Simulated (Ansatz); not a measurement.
# Cl: strong compression

One table from this session's results is given with a row withheld; the runs are named, their logs left out.

Computed with Ansatz 0.2.0 (DFT LDA, with the methods named in each step, unless a step's input says otherwise).

1 further run of the same task is left out (it didn't finish).

## The system as given

Symmetry: P6_3/mmc, No. 194, hexagonal system. Conventional cell: a = 3.154 Å, b = 3.154 Å, c = 5.109 Å, α = 90.00°, β = 90.00°, γ = 120.00°. Cl (site symmetry -6m2) has 12 Cl at 3.14 to 3.15 Å as nearest neighbours.

As a file:

```xyz
2
Lattice="3.1536 0.0000 0.0000 -1.5768 2.7311 0.0000 0.0000 0.0000 5.1088" Properties=species:S:1:pos:R:3 pbc="T T T"
Cl    0.0000    1.8207    1.2772
Cl    1.5768    0.9104    3.8316
```

Whether this phase is the stable one at these pressures isn't tested.

Atoms are numbered in the order of the input: Cl1, Cl2.

Set-up of the first run:

The input, input.yaml:

```yaml
crystal:
  lattice:
    - [3.1535690409, 0.0, 0.0]
    - [-1.5767845204, 2.731070902, 0.0]
    - [0.0, 0.0, 5.1087818462]
  atoms:
    - { symbol: Cl, position: [0.3333333333, 0.6666666667, 0.25] }
    - { symbol: Cl, position: [0.6666666667, 0.3333333333, 0.75] }
kpoints:
  mp_grid: { grid: [15, 15, 8] }
scf:
  occupations: { method: fermi_dirac, width: 0.1 }
hamiltonian:
  xc: lda
  pseudopotentials: { kind: paw }
output:
  forces: true
  stress: true
  write_density: true
  write_potential: true
  elf: true
  volumetric_format: npy
relax:
  f_tol: 0.005
  max_steps: 40
  cell: {}
```

Run with:

```console
> ansatz run input.yaml --threads 1 --pin off --max-ram 2048MiB --backend cpu --events-out ev --progress --plain --runs-dir out
```

Steps of the session up to this table: Cell relaxed at zero pressure, PAW; Volume scaled by 1, PAW; Shape and atoms relaxed at 0.92 of the volume, PAW; Volume scaled by 0.92, PAW; Shape and atoms relaxed at 0.84 of the volume, PAW; Volume scaled by 0.84, PAW; Shape and atoms relaxed at 0.76 of the volume, PAW; Volume scaled by 0.76, PAW; Shape and atoms relaxed at 0.68 of the volume, PAW; Volume scaled by 0.68, PAW; Shape and atoms relaxed at 0.6 of the volume, PAW; Volume scaled by 0.6, PAW; Shape and atoms relaxed at 0.52 of the volume, PAW; Volume scaled by 0.52, PAW; Shape and atoms relaxed at 0.45 of the volume, PAW; More of the same log: shape and atoms relaxed at 0.45 of the volume; Volume scaled by 0.45, PAW; Volume scaled by 0.45, PAW (source ansatz).

One table of the session follows, with a row left open; its other results are not shown here.

| method | volume over the first | volume (Å³/atom) | pressure (GPa) |
| --- | --- | --- | --- |
| PAW | 1 | 19.486 | 0.02 |
| PAW | 0.92 | 17.927 | 4.43 |
| PAW | 0.84 | 16.368 | 11.46 |
| PAW | 0.76 | 14.809 | 22.63 |
| PAW | 0.68 | ? | ? |
| PAW | 0.6 | 11.692 | 71.58 |
| PAW | 0.52 | 10.133 | 124.61 |
| PAW | 0.45 | 8.769 | 202.80 |
| PAW (source ansatz) | 0.45 | 8.769 | 203.36 |

Estimate the missing values for PAW, 0.68.

As computed: volume (Å³/atom): 13.250; pressure (GPa): 40.83. In the column «volume (Å³/atom)» it lies between PAW, 0.6 (11.692) and PAW, 0.76 (14.809).
